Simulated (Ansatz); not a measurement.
# Ir (Iridium): a single-point run

The task is a single-point run on Ir (Iridium).

The COD entry's cell or inner coordinates are ideal or old and differ from later refinements, so a difference from it is no clean test against experiment.

Method: DFT, PBEsol, all-electron LAPW, scalar-relativistic; levels and slopes on a fine mesh, independent-particle optical spectra, in Ansatz 0.2.0.

## 1. The structure to begin with

It takes space group Fm-3m (No. 225, cubic). The conventional cell has a = 3.831 Å, b = 3.831 Å, c = 3.831 Å, α = 90.00°, β = 90.00°, γ = 90.00°. Ir (site symmetry m-3m) has 12 Ir at 2.71 Å as nearest neighbours.

As a file:

```
CELL_PARAMETERS angstrom
0.00000 1.91560 1.91560
1.91560 0.00000 1.91560
1.91560 1.91560 0.00000
ATOMIC_POSITIONS crystal
Ir 0.00000 0.00000 0.00000
```

## 2. The calculation

Contents of input.yaml:

```yaml
crystal:
  lattice:
    - [0.0, 1.9156, 1.9156]
    - [1.9156, 0.0, 1.9156]
    - [1.9156, 1.9156, 0.0]
  atoms:
    - { symbol: Ir, position: [0.0, 0.0, 0.0] }
kpoints:
  mp_grid: { grid: [1, 1, 1] }
scf:
  occupations: { method: fermi_dirac, width: 0.05 }
  max_iter: 60
hamiltonian:
  xc: pbesol
  pseudopotentials: { kind: all_electron, lapw: { basis_error: 0.001 } }
output:
  forces: true
  stress: true
  eigenvalues: true
  eigenstates:
    nscf_kmesh: { grid: [24, 24, 24] }
    de_dk: true
    e_range: [-14, 14]
  optics:
    e_range: [0, 20]
    de: 0.2
    sigma: 0.1
    bands: { spectra_wanted_up_to: 20 }
    nscf_kmesh: { grid: [24, 24, 24] }
    drude_damping: 0.05
checkpoint:
  write: ck
  write_wavefunctions: false
```

On the command line:

```sh
$ ansatz run input.yaml --threads 1 --pin off --max-ram 3072MiB --backend cpu --events-out ev --progress --plain --runs-dir out
```

What happens when this is run?

This run ends as converged, with warnings (optics on partly filled bands). It gives a pressure of 22 GPa, which is large; a structure far from rest gives such values too, whatever the setting.

In the input, kpoints.mp_grid.grid is [1, 1, 1]. One k-point can't sample the Brillouin zone of so small a cell.

Run again and compare: set kpoints.mp_grid.grid to [16, 16, 16].
